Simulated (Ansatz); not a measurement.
# Si2C (P1) in Ansatz: convergence with k mesh

Aim: find how far k mesh must go before the results for Si2C settle, at PBEsol. This setting moves, with any that are tied to it; all else stays.

Program: Ansatz 0.2.0. These are calculated values, not measurements. Logs are shortened: lines on timing, memory, paths and dates and some standing lists are left out, and cuts for length are marked.

**1. The cell of the first run**

The typed cell holds 3 atoms: a = 3.380 Å, b = 3.380 Å, c = 4.653 Å, α = 90.00°, β = 90.00°, γ = 120.00°.

The cell was built by a generator and needn't be a form met in nature.

The cell isn't the ideal one: atoms moved at random, drawn with an rms of 0.05 Å.

**2. With k mesh 3 × 3 × 2**

The input, input.yaml:

```yaml
crystal:
  lattice:
    - [3.37972667, 0.0, 0.0]
    - [-1.68986334, 2.92692916, 0.0]
    - [0.0, 0.0, 4.65332025]
  atoms:
    - { symbol: Si, position: [0.319689, 0.656567, 0.749144] }
    - { symbol: Si, position: [0.338381, 0.679617, 0.238818] }
    - { symbol: C, position: [-0.009854, -0.009981, -0.008274] }
hamiltonian:
  xc: pbesol
  pseudopotentials: { kind: paw }
kpoints:
  mp_grid: { grid: [3, 3, 2] }
scf:
  occupations: { method: methfessel_paxton, width: 0.05 }
output:
  forces: true
  stress: true
  eigenvalues: true
```

Potentials or basis: Ansatz PAW.

Launch:

```console
ansatz run input.yaml --threads 2 --pin off --max-ram 5632MiB --backend cpu --events-out ev --progress --plain --runs-dir out
```

It took 0.4 s on 2 threads of Intel Xeon Platinum 8488C (Sapphire Rapids), shared host; peak memory 0.33 GiB.

Results:

| Property | Result |
| --- | --- |
| Free energy | -1485.7834 eV |
| Pressure | -7.8 GPa |
| Largest force | 0.742 eV/Å |
| Band gap on the k mesh | none (metal or under the smearing width) |

**3. With k mesh 4 × 4 × 2**

input.yaml, as its differences from that of step 2:

```diff
@@ -13,3 +13,3 @@
 kpoints:
-  mp_grid: { grid: [3, 3, 2] }
+  mp_grid: { grid: [4, 4, 2] }
 scf:
```

Potentials or basis: Ansatz PAW.

Launch:

```console
ansatz run input.yaml --threads 2 --pin off --max-ram 5632MiB --backend cpu --events-out ev --progress --plain --runs-dir out
```

Wall time 0.5 s (2 threads of Intel Xeon Platinum 8488C (Sapphire Rapids), shared host); peak memory 0.34 GiB.

What came out:

* Free energy: -1486.0291 eV
* Pressure: -13.7 GPa
* Largest force: 0.279 eV/Å
* Band gap on the k mesh: none (metal or under the smearing width)

**4. With k mesh 4 × 4 × 3**

input.yaml, as its differences from that of step 3:

```diff
@@ -13,3 +13,3 @@
 kpoints:
-  mp_grid: { grid: [4, 4, 2] }
+  mp_grid: { grid: [4, 4, 3] }
 scf:
```

Launch:

```console
ansatz run input.yaml --threads 2 --pin off --max-ram 5632MiB --backend cpu --events-out ev --progress --plain --runs-dir out
```

Wall time 0.6 s (2 threads of Intel Xeon Platinum 8488C (Sapphire Rapids), shared host); peak memory 0.35 GiB.

What came out:

| Item | Value |
| --- | --- |
| Free energy | -1485.9627 eV |
| Pressure | -13.7 GPa |
| Largest force | 0.338 eV/Å |
| Band gap on the k mesh | none (metal or under the smearing width) |

**5. With k mesh 5 × 5 × 4**

input.yaml, as its differences from that of step 4:

```diff
@@ -13,3 +13,3 @@
 kpoints:
-  mp_grid: { grid: [4, 4, 3] }
+  mp_grid: { grid: [5, 5, 4] }
 scf:
```

Launch:

```console
ansatz run input.yaml --threads 2 --pin off --max-ram 5632MiB --backend cpu --events-out ev --progress --plain --runs-dir out
```

Wall time 0.92 s (2 threads of Intel Xeon Platinum 8488C (Sapphire Rapids), shared host); peak memory 0.38 GiB.

Results:

```yaml
Free_energy: -1485.8685 eV
Pressure: -13.7 GPa
Largest_force: 0.689 eV/Å
Band_gap_on_the_k_mesh: none (metal or under the smearing width)
```

**6. With k mesh 7 × 7 × 4**

input.yaml, as its differences from that of step 5:

```diff
@@ -13,3 +13,3 @@
 kpoints:
-  mp_grid: { grid: [5, 5, 4] }
+  mp_grid: { grid: [7, 7, 4] }
 scf:
```

Potentials or basis: Ansatz PAW.

Launch:

```console
ansatz run input.yaml --threads 2 --pin off --max-ram 5632MiB --backend cpu --events-out ev --progress --plain --runs-dir out
```

Run time: 1.6 s. Hardware: 2 threads of Intel Xeon Platinum 8488C (Sapphire Rapids), shared host; peak memory 0.41 GiB.

The run converged. Its results:

```
Free energy            : -1485.9120 eV
Pressure               : -14.7 GPa
Largest force          : 1.230 eV/Å
Band gap on the k mesh : none (metal or under the smearing width)
```

**7. With k mesh 8 × 8 × 5**

input.yaml, as its differences from that of step 6:

```diff
@@ -13,3 +13,3 @@
 kpoints:
-  mp_grid: { grid: [7, 7, 4] }
+  mp_grid: { grid: [8, 8, 5] }
 scf:
```

Launch:

```console
ansatz run input.yaml --threads 2 --pin off --max-ram 5632MiB --backend cpu --events-out ev --progress --plain --runs-dir out
```

Wall time 2.4 s (2 threads of Intel Xeon Platinum 8488C (Sapphire Rapids), shared host); peak memory 0.44 GiB.

Results (log left out):

| Item | Value |
| --- | --- |
| Free energy | -1485.9071 eV |
| Pressure | -14.8 GPa |
| Largest force | 1.185 eV/Å |
| Band gap on the k mesh | none (metal or under the smearing width) |

**8. With k mesh 10 × 10 × 7**

input.yaml, as its differences from that of step 7:

```diff
@@ -13,3 +13,3 @@
 kpoints:
-  mp_grid: { grid: [8, 8, 5] }
+  mp_grid: { grid: [10, 10, 7] }
 scf:
```

Launch:

```console
ansatz run input.yaml --threads 2 --pin off --max-ram 5632MiB --backend cpu --events-out ev --progress --plain --runs-dir out
```

It took 5.9 s on 2 threads of Intel Xeon Platinum 8488C (Sapphire Rapids), shared host; peak memory 0.54 GiB.

Results (log left out):

- Free energy: -1485.8847 eV
- Pressure: -14.7 GPa
- Largest force: 1.268 eV/Å
- Band gap on the k mesh: none (metal or under the smearing width)

**9. With k mesh 12 × 12 × 8**

input.yaml, as its differences from that of step 8:

```diff
@@ -13,3 +13,3 @@
 kpoints:
-  mp_grid: { grid: [10, 10, 7] }
+  mp_grid: { grid: [12, 12, 8] }
 scf:
```

Potentials or basis: Ansatz PAW.

Launch:

```console
ansatz run input.yaml --threads 2 --pin off --max-ram 5632MiB --backend cpu --events-out ev --progress --plain --runs-dir out
```

Run time: 8.5 s. Hardware: 2 threads of Intel Xeon Platinum 8488C (Sapphire Rapids), shared host; peak memory 0.68 GiB.

It converged, with:

```yaml
Free_energy: -1485.8935 eV
Pressure: -14.4 GPa
Largest_force: 1.036 eV/Å
Band_gap_on_the_k_mesh: none (metal or under the smearing width)
```

**10. With k mesh 15 × 15 × 10**

input.yaml, as its differences from that of step 9:

```diff
@@ -13,3 +13,3 @@
 kpoints:
-  mp_grid: { grid: [12, 12, 8] }
+  mp_grid: { grid: [15, 15, 10] }
 scf:
```

Potentials or basis: Ansatz PAW.

Launch:

```console
ansatz run input.yaml --threads 2 --pin off --max-ram 5632MiB --backend cpu --events-out ev --progress --plain --runs-dir out
```

The log of the run:

```text
Warning: RAYON_NUM_THREADS=2 ignored (pool sized by the plan → 2); use --threads N
Engine: ansatz 0.2.0, x86_64-unknown-linux-gnu
Pseudopotentials: kind: paw
Pseudopotential: Si, paw, valence charge 4, recommended cutoff 420 eV (normal), Si.paw.azcp
Pseudopotential: C, paw, valence charge 4, recommended cutoff 420 eV (normal), C.paw.azcp
Functional definition: PBEsol
  exchange = pbesol_x
  correlation = pbesol_c
Crystal: 3 atoms, lattice volume = 46.032 Å³
Basis set: ecut = 420 eV, 915 PW (Γ), exchange–correlation on 48×48×64 points (8 copies of the dense FFT grid, shifted against one another)
Bands: 10, of which v1, the nominal top of the filled ones, is band 6 counted from 1 (5 counted from 0)
Symmetry: 1 space group operations
Space group: P1 (ITA 1), of the structure as read, at distance tolerance 3.6e-5 Å
k-points: 1126 of 2250 (time reversal used)
Non-local potential: Si, projectors of the file, l = 0: 2, l = 1: 2, l = 2: 2
Non-local potential: C, projectors of the file, l = 0: 2, l = 1: 2, l = 2: 1
PAW form: soft (Blöchl's): semilocal exchange-correlation on the pseudo side does not see the compensation charge
PAW frozen core: Si, regenerated for the run's functional, and the local potential with it (the file was generated under x = pbe(κ = 0.804, μ = 0.2195149727645171), c = pbe(β = 0.06672455060314922))
PAW frozen core: C, regenerated for the run's functional, and the local potential with it (the file was generated under x = pbe(κ = 0.804, μ = 0.2195149727645171), c = pbe(β = 0.06672455060314922))
PAW one-centre angular grid: Si, 110 points (default); XC on 64 Gauss nodes
PAW one-centre angular grid: C, 110 points (default); XC on 64 Gauss nodes
Initial density: superposition of atomic densities (neutral atoms: chi_scale 0, normalization atom), corrected by the library's trained network
Initial wavefunctions: pseudopotential atomic-orbital guess
Functional: x = pbesol(κ = 0.804, μ = 0.12345679012345678), c = pbesol(β = 0.046)
SCF iter   1: F=—  HF=-1485.932312 eV  |F-HF|=—  |Δ(HF+E_count)|=         —  Δρ=1.23e-2  dr2=1.51e-1  ethr=1.77e-3  ⟨swp⟩=5.6  Hψ=84269  notcnv=0
preconditioner: auto → none  [metal: Δε(μ)=0.005 eV  Ē_g=8.885 eV  σ=0.050 eV  W_gap=0.09  n_scr=8 (ndim 8)  ℏωp=19.0 eV  f_vac=0.000  D(μ)=1.09/eV (n_scr^D=2)  sad-step TF]
SCF iter   2: F=—  HF=-1485.912652 eV  |F-HF|=—  |Δ(HF+E_count)|=   1.97e-2  S|Δr|=    0.00e0  Δρ=7.79e-3  dr2=6.40e-2  ethr=1.26e-3  ⟨swp⟩=1.0  Hψ=20268  notcnv=0
SCF iter   3: F=—  HF=-1485.898332 eV  |F-HF|=—  |Δ(HF+E_count)|=   1.43e-2  S|Δr|=    0.00e0  Δρ=7.26e-4  dr2=2.42e-4  ethr=5.33e-4  ⟨swp⟩=2.3  Hψ=19286  notcnv=0
SCF iter   4: F=—  HF=-1485.898291 eV  |F-HF|=—  |Δ(HF+E_count)|=   4.09e-5  S|Δr|=    0.00e0  Δρ=1.10e-4  dr2=6.69e-6  ethr=2.02e-6  ⟨swp⟩=2.3  Hψ=18157  notcnv=0  defer=110
SCF iter   5: F=—  HF=-1485.898292 eV  |F-HF|=—  |Δ(HF+E_count)|=   1.03e-6  S|Δr|=    0.00e0  Δρ=4.03e-5  dr2=2.12e-6  ethr=5.58e-8  ⟨swp⟩=2.1  Hψ=16842  notcnv=0  defer=132
SCF iter   6: F=-1485.898292 eV  HF=-1485.898292 eV  |F-HF|=7.48e-9  |Δ(HF+E_count)|=   5.03e-7  S|Δr|=    0.00e0  Δρ=9.45e-6  dr2=3.91e-8  ethr=8.33e-10  ⟨swp⟩=3.8  Hψ=48381  notcnv=0
SCF 1 converged in 6 iterations: F = -1485.898292 eV  dr2 = 3.91e-8
SCF converged after 6 iterations
Stability not checked: this state was not tested for a lower state beside it, because cold or Methfessel-Paxton smearing, or corrected tetrahedra, fill the levels in a way that the test cannot read (fill_not_monotonic; see scf.lower_state_search)
Free energy (F): -1485.898292 eV
Harris-Foulkes:  -1485.898292 eV  (|F-HF|=7.48e-9)
Internal energy: -1485.898227 eV  (E = F + TS)
E sigma→0 (E₀):  -1485.898276 eV
Entropy (-TS):   -0.000065 eV (-0.022 meV/atom)
Fermi energy:    7.778873 eV
Step filling:    the computed levels leave a gap of 0.0006 eV = 0.0 smearing widths at the electron count; against every level under it full and every level over it empty, smearing changes F+E_penalty+E_count by -0.054 meV and its σ→0 estimate by -0.038 meV
--- Per-component energies (eV) ---
  E_band       = 16.246386
  E_kinetic    = 158.455460
  E_local      = -158.207184  (includes V_loc(G=0)·N_el)
  E_nonlocal   = 77.271783
  E_hartree    = 48.534864
  E_xc         = -154.434490
  E_vxc        = -149.483810  (∫ρ·V_xc dr)
  E_paw        = -1090.605309  (= ΣΔE_a)
  E_vpaw       = -8.861134  (= ΣTr[D̂ρ^β])
  E_aug_tail   = 0.000019  (compensation charges beyond the density's cutoff)
  E_ewald      = -366.997592
  E_core_change = 0.084222  (= ΣΔE_core)
  E_smearing   = -0.000065  (= −TS)
  E_closure    = 0.000000  (closes the sum)
  Σ components = -1485.898292   (vs F -1485.898292, Δ=0.00e0)
--- Forces (eV/Å), atoms counted from 1 ---
  atom   1  Si    -0.05178575    -0.18394967    -1.10161367
  atom   2  Si     0.05298254     0.10672778     1.15803442
  atom   3  C     -0.00119725     0.07722985    -0.05641602
  max |Σ_I F_I| component: 7.96e-6 eV/Å
--- Stress (GPa, compression-positive) ---
      -26.338979       0.058095       0.347407
        0.058095     -25.513246       0.904673
        0.347407       0.904674       8.240300
  P = ⅓ Tr σ = -14.5373 GPa (-145.373 kbar)
--- Band table (eV; the first three rows and the last of 1126) ---
  k-point 0: bands = ["-7.2836", "0.3567", "0.4128", "5.0420", "5.3051", "6.8988", "10.2695", "10.5447", "11.5858", "13.8654"]
  k-point 1: bands = ["-7.2517", "-0.6294", "1.5109", "5.0529", "5.3160", "6.9043", "10.3081", "10.5775", "11.3573", "13.5730"]
  k-point 2: bands = ["-7.1633", "-1.4994", "2.7148", "5.0819", "5.3451", "6.9110", "10.4227", "10.6736", "10.7816", "12.9204"]
  k-point 1125: bands = ["-4.7757", "-2.1709", "1.8965", "3.2300", "3.4976", "5.7074", "6.8883", "9.2680", "10.5384", "12.2773"]
```

Wall time 15 s (2 threads of Intel Xeon Platinum 8488C (Sapphire Rapids), shared host); peak memory 0.99 GiB.

What came out:

| Property | Result |
| --- | --- |
| Free energy | -1485.8983 eV |
| Pressure | -14.5 GPa |
| Largest force | 1.164 eV/Å |
| Band gap on the k mesh | none (metal or under the smearing width) |

**11. Result**

```tsv
k mesh	energy less the tightest run, at zero smearing (meV/atom)	pressure (GPa)	largest force (eV/Å)	SCF cycles	CPU time (s)	peak memory (GiB)
3 × 3 × 2	38.27	-7.83	0.742	7	0.67	0.33
4 × 4 × 2	-43.46	-13.67	0.279	7	0.86	0.34
4 × 4 × 3	-21.43	-13.75	0.338	6	1.1	0.35
5 × 5 × 4	9.91	-13.72	0.689	6	1.7	0.38
7 × 7 × 4	-4.54	-14.71	1.230	7	3.1	0.41
8 × 8 × 5	-2.90	-14.82	1.185	7	4.6	0.44
10 × 10 × 7	4.54	-14.67	1.268	8	12	0.54
12 × 12 × 8	1.62	-14.43	1.036	6	17	0.68
15 × 15 × 10	0.00	-14.54	1.164	6	29	0.99
```

Not settled before the last step: the energy (to 1 meV/atom), the pressure (to 0.1 GPa), the largest force (to 0.005 eV/Å). Meshes of other sizes hit other points, so gaps and Fermi surfaces needn't settle smoothly. The tightest run that finished is the yardstick and may itself not be fully converged.

Caveats: the PAW data sets come from PBE, with cores solved anew for the run's functional, which leaves a small shift of forces and pressure.
